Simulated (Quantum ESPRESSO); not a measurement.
# Nb3AlN4 (R-3m) in Quantum ESPRESSO: runs at scaled volumes

Single points of Nb3AlN4 at other volumes, in PBEsol.

All numbers are computed with Quantum ESPRESSO 7.5; they aren't measurements. Logs are shortened: lines on timing, memory, paths and dates and some standing lists are left out, and cuts for length are marked.

### Step 1. The crystal as given

It takes space group R-3m (No. 166, trigonal). The conventional cell has a = 2.972 Å, b = 2.972 Å, c = 31.462 Å, α = 90.00°, β = 90.00°, γ = 120.00°. Around Nb (site symmetry 3m) lie 6 N at 2.17 to 2.26 Å. Nb (site symmetry -3m) is surrounded by 6 N at 2.18 Å. Around Al (site symmetry -3m) lie 6 N at 2.04 Å. N (site symmetry 3m) is surrounded by 6 Nb at 2.17 to 2.18 Å. N (site symmetry 3m) is surrounded by 3 Al at 2.04 Å and 3 Nb at 2.26 Å.

The cell comes from a database or a generator and needn't be the stable form of this composition.

### Step 2. Single point, PBEsol, 10.03 Å³/atom

Contents of pw.in:

```
&CONTROL
  calculation = 'scf'
  prefix = 'pwscf'
  outdir = './tmp'
  pseudo_dir = './pseudo'
  tstress = .true.
  disk_io = 'nowf'
/
&SYSTEM
  ibrav = 0
  nat = 8
  ntyp = 3
  ecutwfc = 45
  ecutrho = 360
  nbnd = 42
  occupations = 'smearing'
  smearing = 'fd'
  degauss = 0.00367493
/
&ELECTRONS
  conv_thr = 1.6d-09
  electron_maxstep = 120
  mixing_beta = 0.5
/
ATOMIC_SPECIES
Nb    92.9064 nb_pbesol_v1.uspp.F.UPF
Al    26.9815 al_pbesol_v1.uspp.F.UPF
N     14.0070 n_pbesol_v1.2.uspp.F.UPF
CELL_PARAMETERS angstrom
   1.4858880761    0.8578778807   10.4873963033
  -1.4858880761    0.8578778807   10.4873963033
   0.0000000000   -1.7157557614   10.4873963033
ATOMIC_POSITIONS crystal
Nb     0.2515550000    0.2515550000    0.2515550000
Nb     0.5000000000    0.5000000000    0.5000000000
Nb     0.7484450000    0.7484450000    0.7484450000
Al     0.0000000000    0.0000000000    0.0000000000
N      0.1241700000    0.1241700000    0.1241700000
N      0.3684960000    0.3684960000    0.3684960000
N      0.6315040000    0.6315040000    0.6315040000
N      0.8758300000    0.8758300000    0.8758300000
K_POINTS automatic
10 10 10 0 0 0
```

Potentials or basis: GBRV 1.5 PBEsol.

On the command line:

```
$ OMP_NUM_THREADS=1 mpirun -n 2 pw.x -nk 2 -in pw.in > pw.out
```

pw.out:

```text
This program is part of the open-source Quantum ESPRESSO suite
     for quantum simulation of materials; please cite
[... 6 lines left out ...]
     using ibrav=0 with symmetry is DISCOURAGED, use correct ibrav instead

     K-points division:     npool     =       2
     Subspace diagonalization in iterative solution of the eigenvalue problem:
     a serial algorithm will be used

     G-vector sticks info
     --------------------
     sticks:   dense  smooth     PW     G-vecs:    dense   smooth      PW
     Sum        3185    1583    547                62309    21973    4411

     Using Slab Decomposition

     bravais-lattice index     =            0
     lattice parameter (alat)  =      20.0818  a.u.
     unit-cell volume          =     541.2864 (a.u.)^3
     number of atoms/cell      =            8
     number of atomic types    =            3
     number of electrons       =        62.00
     number of Kohn-Sham states=           42
     kinetic-energy cutoff     =      45.0000  Ry
     charge density cutoff     =     360.0000  Ry
     scf convergence threshold =      1.6E-09
     mixing beta               =       0.5000
     number of iterations used =            8  plain     mixing
     Exchange-correlation= SLA  PW   PSX  PSC
                           (   1   4  10   8   0   0   0)

     celldm(1)=  20.081779  celldm(2)=   0.000000  celldm(3)=   0.000000
     celldm(4)=   0.000000  celldm(5)=   0.000000  celldm(6)=   0.000000

     crystal axes: (cart. coord. in units of alat)
               a(1) = (   0.139824   0.080728   0.986880 )
               a(2) = (  -0.139824   0.080728   0.986880 )
               a(3) = (   0.000000  -0.161455   0.986880 )

     reciprocal axes: (cart. coord. in units 2 pi/alat)
               b(1) = (  3.575915  2.064556  0.337765 )
               b(2) = ( -3.575915  2.064556  0.337765 )
               b(3) = (  0.000000 -4.129111  0.337765 )

     PseudoPot. # 1 for Nb read from file:
     nb_pbesol_v1.uspp.F.UPF
     Pseudo is Ultrasoft + core correction, Zval = 13.0
     Generated by new atomic code, or converted to UPF format
     Using radial grid of  887 points,  6 beta functions with:
                l(1) =   0
                l(2) =   0
                l(3) =   1
                l(4) =   1
                l(5) =   2
                l(6) =   2
     Q(r) pseudized with  6 coefficients,  rinner =    1.000   1.000   1.000
                                                       1.000   1.000

     PseudoPot. # 2 for Al read from file:
     al_pbesol_v1.uspp.F.UPF
     Pseudo is Ultrasoft + core correction, Zval =  3.0
     Generated by new atomic code, or converted to UPF format
     Using radial grid of  893 points,  3 beta functions with:
                l(1) =   0
                l(2) =   1
                l(3) =   2
     Q(r) pseudized with  8 coefficients,  rinner =    0.900   0.900   0.900
                                                       0.900   0.900

     PseudoPot. # 3 for N  read from file:
     n_pbesol_v1.2.uspp.F.UPF
     Pseudo is Ultrasoft + core correction, Zval =  5.0
     Generated by new atomic code, or converted to UPF format
     Using radial grid of  729 points,  4 beta functions with:
                l(1) =   0
                l(2) =   0
                l(3) =   1
                l(4) =   1
     Q(r) pseudized with  8 coefficients,  rinner =    0.900   0.900   0.900

     atomic species   valence    mass     pseudopotential
     Nb               13.00    92.90640     Nb( 1.00)
     Al                3.00    26.98150     Al( 1.00)
     N                 5.00    14.00700     N ( 1.00)

     12 Sym. Ops., with inversion, found

   Cartesian axes

     site n.     atom                  positions (alat units)
         1        Nb     tau(   1) = (  -0.0000000  -0.0000000   0.7447638  )
         2        Nb     tau(   2) = (   0.0000000   0.0000000   1.4803201  )
         3        Nb     tau(   3) = (  -0.0000000  -0.0000000   2.2158763  )
         4        Al     tau(   4) = (   0.0000000   0.0000000   0.0000000  )
         5        N      tau(   5) = (  -0.0000000  -0.0000000   0.3676227  )
         6        N      tau(   6) = (   0.0000000  -0.0000000   1.0909840  )
         7        N      tau(   7) = (   0.0000000   0.0000000   1.8696561  )
         8        N      tau(   8) = (  -0.0000000   0.0000000   2.5930174  )

     number of k points=   116  Fermi-Dirac smearing, width (Ry)=  0.0037

     Number of k-points >= 100: set verbosity='high' to print them.

     Dense  grid:    62309 G-vectors     FFT dimensions: ( 125, 125, 125)

     Smooth grid:    21973 G-vectors     FFT dimensions: (  90,  90,  90)

     Initial potential from superposition of free atoms

     starting charge      61.9902, renormalised to      62.0000
     Starting wfcs are   59 randomized atomic wfcs

     Self-consistent Calculation

     iteration #  1     ecut=    45.00 Ry     beta= 0.50
     Davidson diagonalization with overlap
     ethr =  1.00E-02,  avg # of iterations =  2.0

     total energy              =    -440.18078483 Ry
     estimated scf accuracy    <       3.29758790 Ry

     iteration #  2     ecut=    45.00 Ry     beta= 0.50
     Davidson diagonalization with overlap
     ethr =  5.32E-03,  avg # of iterations =  3.2

     total energy              =    -438.64212762 Ry
     estimated scf accuracy    <      15.04739980 Ry

     iteration #  3     ecut=    45.00 Ry     beta= 0.50
     Davidson diagonalization with overlap
     ethr =  5.32E-03,  avg # of iterations =  4.6

     total energy              =    -440.24995638 Ry
     estimated scf accuracy    <      21.45727583 Ry

     iteration #  4     ecut=    45.00 Ry     beta= 0.50
     Davidson diagonalization with overlap
     ethr =  5.32E-03,  avg # of iterations =  3.0

     total energy              =    -441.49402398 Ry
     estimated scf accuracy    <       0.46563689 Ry

     iteration #  5     ecut=    45.00 Ry     beta= 0.50
     Davidson diagonalization with overlap
     ethr =  7.51E-04,  avg # of iterations =  6.0

     total energy              =    -441.48023024 Ry
     estimated scf accuracy    <       0.30925267 Ry

     iteration #  6     ecut=    45.00 Ry     beta= 0.50
     Davidson diagonalization with overlap
     ethr =  4.99E-04,  avg # of iterations =  2.2

     total energy              =    -441.48113192 Ry
     estimated scf accuracy    <       0.03169514 Ry

     iteration #  7     ecut=    45.00 Ry     beta= 0.50
     Davidson diagonalization with overlap
     ethr =  5.11E-05,  avg # of iterations =  6.6

     total energy              =    -441.48553289 Ry
     estimated scf accuracy    <       0.03119835 Ry

     iteration #  8     ecut=    45.00 Ry     beta= 0.50
     Davidson diagonalization with overlap
     ethr =  5.03E-05,  avg # of iterations =  1.8

     total energy              =    -441.48970203 Ry
     estimated scf accuracy    <       0.00137484 Ry

     iteration #  9     ecut=    45.00 Ry     beta= 0.50
     Davidson diagonalization with overlap
     ethr =  2.22E-06,  avg # of iterations =  5.2

     total energy              =    -441.48977001 Ry
     estimated scf accuracy    <       0.00022265 Ry

     iteration # 10     ecut=    45.00 Ry     beta= 0.50
     Davidson diagonalization with overlap
     ethr =  3.59E-07,  avg # of iterations =  2.0

     total energy              =    -441.48979854 Ry
     estimated scf accuracy    <       0.00000147 Ry

     iteration # 11     ecut=    45.00 Ry     beta= 0.50
     Davidson diagonalization with overlap
     ethr =  2.37E-09,  avg # of iterations =  4.0

     total energy              =    -441.48979935 Ry
     estimated scf accuracy    <       0.00000139 Ry

     iteration # 12     ecut=    45.00 Ry     beta= 0.50
     Davidson diagonalization with overlap
     ethr =  2.24E-09,  avg # of iterations =  1.9

     total energy              =    -441.48979942 Ry
     estimated scf accuracy    <       0.00000016 Ry

     iteration # 13     ecut=    45.00 Ry     beta= 0.50
     Davidson diagonalization with overlap
     ethr =  2.64E-10,  avg # of iterations =  2.0

     End of self-consistent calculation

     Number of k-points >= 100: set verbosity='high' to print the bands.

     the Fermi energy is    18.7624 ev

!    total energy              =    -441.48979945 Ry
     estimated scf accuracy    <          9.9E-10 Ry
     smearing contrib. (-TS)   =      -0.00223568 Ry
     internal energy E=F+TS    =    -441.48756377 Ry

     The total energy is F=E-TS. E is the sum of the following terms:
     one-electron contribution =     -82.39119125 Ry
     hartree contribution      =      83.18936467 Ry
     xc contribution           =     -81.20997532 Ry
     ewald contribution        =    -361.07576187 Ry

     convergence has been achieved in  13 iterations

     Computing stress (Cartesian axis) and pressure

          total   stress  (Ry/bohr**3)                   (kbar)     P=       -9.61
  -0.00002172  -0.00000000   0.00000000           -3.19       -0.00        0.00
  -0.00000000  -0.00002172  -0.00000000           -0.00       -3.19       -0.00
   0.00000000  -0.00000000  -0.00015258            0.00       -0.00      -22.45

=------------------------------------------------------------------------------=
   JOB DONE.
=------------------------------------------------------------------------------=
```

Run time: 21 min. Hardware: 2 MPI ranks of Arm Neoverse V2, shared host; peak memory 1.1 GiB.

What came out:

| Property | Result |
| --- | --- |
| Free energy | -6006.7747 eV |
| Pressure | -1.0 GPa |
| Band gap on the k mesh | none (metal or under the smearing width) |
